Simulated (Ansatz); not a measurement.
I need harmonic frequencies at the relaxed geometry of BFH5NSn, SMILES B[NH][SnH2][F]. Use the Python package of Ansatz (0.2.0). Level of theory (for the species named): B3LYP, def2-SVP basis, multiplicity 1, D4 dispersion.

```xyz
9

B    -0.0037    1.5656    0.1170
N     0.7005    0.4056    0.6492
Sn   -0.0256   -1.2459   -0.3736
F     0.9588   -2.8288    0.3216
H     0.0935    1.9326   -1.0383
H    -0.7601    2.2568    0.8101
H     0.4511    0.2948    1.6537
H    -1.6836   -1.3686   -0.1317
H     0.3576   -1.0586   -2.0250
```

`bfh5nsn_freq.py`
```python
"""Harmonic frequencies of BFH5NSn at its relaxed geometry."""

import itertools

import ansatz as az
from ase.data import atomic_numbers, covalent_radii
import numpy as np

config = {
    "basis": "def2-SVP",
    "xc": "B3LYP",
    "vdw": "d4",
}

GEOMETRY = """
B    -0.00370    1.56560    0.11700
N     0.70050    0.40560    0.64920
Sn   -0.02560   -1.24590   -0.37360
F     0.95880   -2.82880    0.32160
H     0.09350    1.93260   -1.03830
H    -0.76010    2.25680    0.81010
H     0.45110    0.29480    1.65370
H    -1.68360   -1.36860   -0.13170
H     0.35760   -1.05860   -2.02500
"""


def main() -> None:
    system = az.Crystal.molecule()
    for line in GEOMETRY.strip().splitlines():
        symbol, *xyz = line.split()
        system = system.atom(symbol, [float(v) for v in xyz])

    calc = (
        system.calculation()
        .basis(gaussian=config["basis"])
        .functional(config["xc"], dispersion=config["vdw"])
    )
    symbols = [site.symbol for site in system.cartesian_sites]
    start = np.array([site.position_ang for site in system.cartesian_sites], dtype=float)
    def progress(event):
        if event["event"] == "relax_step":
            row = event["data"]
            print(f"step {row['step']:3d}  E = {row['lagrangian_ev']:.6f} eV  largest force component {row['allowed_force_max_ev_ang']:.4f} eV/A")


    report = calc.relax(force_tolerance=0.003).session().plan().execute(on_event=progress).report
    end = np.array(report["positions_ang"])

    # pairs closer than 1.2 times the sum of covalent radii, before or after
    radius = [covalent_radii[atomic_numbers[s]] for s in symbols]
    span = lambda where, i, j: np.linalg.norm(where[i] - where[j])
    bonded = [(i, j) for i, j in itertools.combinations(range(len(symbols)), 2) if min(span(start, i, j), span(end, i, j)) < 1.2 * (radius[i] + radius[j])]
    print("pair        before    after (A)")
    for i, j in bonded:
        print(f"{symbols[i]}{i}-{symbols[j]}{j}".ljust(10), f"{span(start, i, j):8.4f} {span(end, i, j):8.4f}")

    # same settings at the minimum
    minimum = az.Crystal.molecule()
    for symbol, place in zip(symbols, end):
        minimum = minimum.atom(symbol, place.tolist())
    vibrating = (
        minimum.calculation()
        .basis(gaussian=config["basis"])
        .functional(config["xc"], dispersion=config["vdw"])
        .phonons(temperatures=(200, 600, 100))
    )
    vib = vibrating.run(threads=1).report["vibrations"]
    sums = vib["harmonic_sums"]
    modes = [m["omega_inv_cm"] for m in sums["modes_at_gamma"] if m["rigid_motion"] == "no"]
    print("frequencies (1/cm):", " ".join(f"{w:.0f}" for w in modes))
    print("imaginary modes:", sum(w < 0 for w in modes), " zero-point energy:", round(sums["zero_point_energy_ev"], 4), "eV")
    print("T (K)   F_vib (eV)   S_vib (meV/K)   C_vib (meV/K)")
    for row in zip(sums["temperatures_k"], sums["vibrational_free_energy_ev"], vib["entropy_ev_per_k"], vib["heat_capacity_ev_per_k"]):
        print(f"{row[0]:6.1f} {row[1]:11.4f} {1000 * row[2]:13.4f} {1000 * row[3]:15.4f}")


if __name__ == "__main__":
    main()
```

`python bfh5nsn_freq.py` gives:
```text
step   1  E = -10795.000644 eV  largest force component 1.5763 eV/A
step   2  E = -10795.266554 eV  largest force component 1.3753 eV/A
step   3  E = -10795.397583 eV  largest force component 1.1538 eV/A
step   4  E = -10795.547435 eV  largest force component 0.5052 eV/A
step   5  E = -10795.626573 eV  largest force component 0.5714 eV/A
step   6  E = -10795.641603 eV  largest force component 0.6292 eV/A
step   7  E = -10795.673622 eV  largest force component 0.1350 eV/A
step   8  E = -10795.678937 eV  largest force component 0.0483 eV/A
step   9  E = -10795.676552 eV  largest force component 0.5251 eV/A
step  10  E = -10795.681584 eV  largest force component 0.0518 eV/A
step  11  E = -10795.686119 eV  largest force component 0.1212 eV/A
step  12  E = -10795.686883 eV  largest force component 0.3747 eV/A
step  13  E = -10795.690815 eV  largest force component 0.2522 eV/A
step  14  E = -10795.691426 eV  largest force component 0.2288 eV/A
step  15  E = -10795.692847 eV  largest force component 0.1165 eV/A
step  16  E = -10795.694339 eV  largest force component 0.1725 eV/A
step  17  E = -10795.695454 eV  largest force component 0.0783 eV/A
step  18  E = -10795.698802 eV  largest force component 0.0396 eV/A
step  19  E = -10795.699214 eV  largest force component 0.0078 eV/A
step  20  E = -10795.699355 eV  largest force component 0.0354 eV/A
step  21  E = -10795.699452 eV  largest force component 0.0231 eV/A
step  22  E = -10795.699489 eV  largest force component 0.0081 eV/A
step  23  E = -10795.699488 eV  largest force component 0.0072 eV/A
step  24  E = -10795.699492 eV  largest force component 0.0013 eV/A
pair        before    after (A)
B0-N1        1.4576   1.4002
B0-H4        1.2161   1.2108
B0-H5        1.2370   1.2094
N1-Sn2       2.0738   2.0547
N1-H6        1.0409   1.0179
Sn2-F3       1.9895   1.9513
Sn2-H7       1.6800   1.7123
Sn2-H8       1.7056   1.7041
frequencies (1/cm): 60 159 229 320 439 531 552 619 654 676 802 932 1015 1163 1228 1385 1930 1970 2540 2624 3572
imaginary modes: 0  zero-point energy: 1.4506 eV
T (K)   F_vib (eV)   S_vib (meV/K)   C_vib (meV/K)
 200.0      1.4183        0.3729          0.4565
 300.0      1.3695        0.6036          0.6896
 400.0      1.2978        0.8284          0.8739
 500.0      1.2043        1.0394          1.0174
 600.0      1.0904        1.2354          1.1315
```

Total energies depend on the basis set; only differences at equal settings carry meaning. The frequencies are harmonic and unscaled, in a modest basis. def2 sets replace the cores of elements past krypton by effective core potentials. b3lyp holds the VWN-RPA fit, as in Gaussian; the form of ORCA and Turbomole is b3lyp5. Finished in 5.2 min on 1 thread of Arm Neoverse V1 (shared host), peak memory 0.28 GiB.
